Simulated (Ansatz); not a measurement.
# CH₅FOSiTe: one species, many methods

One table from this session's results is given with a row withheld; the runs are named, their logs left out.

Computed with Ansatz 0.2.0, Gaussian basis. Level: functionals in def2-TZVPP, the program's frozen cores in correlated methods.

The runs, in order: PBE-D4, r2SCAN-D4, PBE0-D4, B3LYP-D4, ωB97X-V, ωB97M-V, B2PLYP; CCSD(T)/def2-TZVPP; MP2/def2-QZVPP; extrapolation to the limit.

## Structure used throughout

The geometry comes from an earlier relaxation with PBE0-D4 in a triple-zeta def2 set; it is a stationary point, not always the lowest conformer. Te takes the def2 core potential; no spin-orbit term is included.

10 atoms, charge 0, spin multiplicity 1.

Atoms are counted from 1 here; the program's logs count them from 0.

Bond lengths: O1–Si2 1.642 Å, O1–H6 0.961 Å, Si2–C3 1.895 Å, Si2–H7 1.480 Å, Si2–H8 1.489 Å, C3–F4 1.382 Å, C3–Te5 2.160 Å, C3–H9 1.093 Å, Te5–H10 1.658 Å. Angles: Si2–O1–H6 115.9°, O1–Si2–C3 109.0°, O1–Si2–H7 106.6°, O1–Si2–H8 113.0°, C3–Si2–H7 110.7°, C3–Si2–H8 106.8°, H7–Si2–H8 110.8°, Si2–C3–F4 112.1°, Si2–C3–Te5 107.3°, Si2–C3–H9 112.0°, F4–C3–Te5 111.6°, F4–C3–H9 108.6°, Te5–C3–H9 105.1°, C3–Te5–H10 94.4°.

Set-up of the first run:

in.yaml

```yaml
crystal:
  periodic: [false, false, false]
  atoms:
    - {symbol: O, position_ang: [1.378953, 1.448665, 0.326579]}
    - {symbol: Si, position_ang: [1.214834, -0.088161, -0.227170]}
    - {symbol: C, position_ang: [-0.498483, -0.738859, 0.254388]}
    - {symbol: F, position_ang: [-0.627246, -2.092608, 0.009510]}
    - {symbol: Te, position_ang: [-1.955533, 0.411513, -0.848956]}
    - {symbol: H, position_ang: [0.706243, 2.072029, 0.039651]}
    - {symbol: H, position_ang: [2.279315, -0.887365, 0.420067]}
    - {symbol: H, position_ang: [1.309882, -0.184978, -1.709607]}
    - {symbol: H, position_ang: [-0.726113, -0.551027, 1.307032]}
    - {symbol: H, position_ang: [-2.998853, 0.559591, 0.431607]}
basis:
  gaussian: {orbitals: def2-TZVPP}
hamiltonian: {xc: pbe, dispersion: d4}
output: {forces: true, orbitals: {seedname: orbitals}}
```

On the command line:

```bash
$ ansatz run in.yaml --threads 4 --pin off --events-out ev --progress --plain --max-ram 10444MiB
```

Steps of the session up to this table: PBE-D4 (GGA); r2SCAN-D4 (meta-GGA); PBE0-D4 (hybrid); B3LYP-D4 (hybrid); ωB97X-V (range-separated); ωB97M-V (range-separated); B2PLYP (double hybrid); CCSD(T) in def2-TZVPP; MP2 in def2-QZVPP.

One table of the session follows, with a row left open; its other results are not shown here.

| method | atomisation energy (kJ/mol) |
| --- | --- |
| PBE-D4 | 3363.7 |
| r2SCAN-D4 | 3304.7 |
| PBE0-D4 | 3279.8 |
| B3LYP-D4 | 3292.4 |
| ωB97X-V | 3315.0 |
| ωB97M-V | 3300.5 |
| B2PLYP | 3252.2 |
| HF/def2-TZVPP | 2276.6 |
| MP2/def2-TZVPP | 3274.2 |
| CCSD/def2-TZVPP | 3152.4 |
| CCSD(T)/def2-TZVPP | 3212.9 |
| MP2/CBS | ? |
| CCSD(T)/CBS | 3328.0 |

Estimate the missing values for MP2/CBS.

**Answer.** atomisation energy (kJ/mol): 3389.2. In the column «atomisation energy (kJ/mol)» it is the highest.
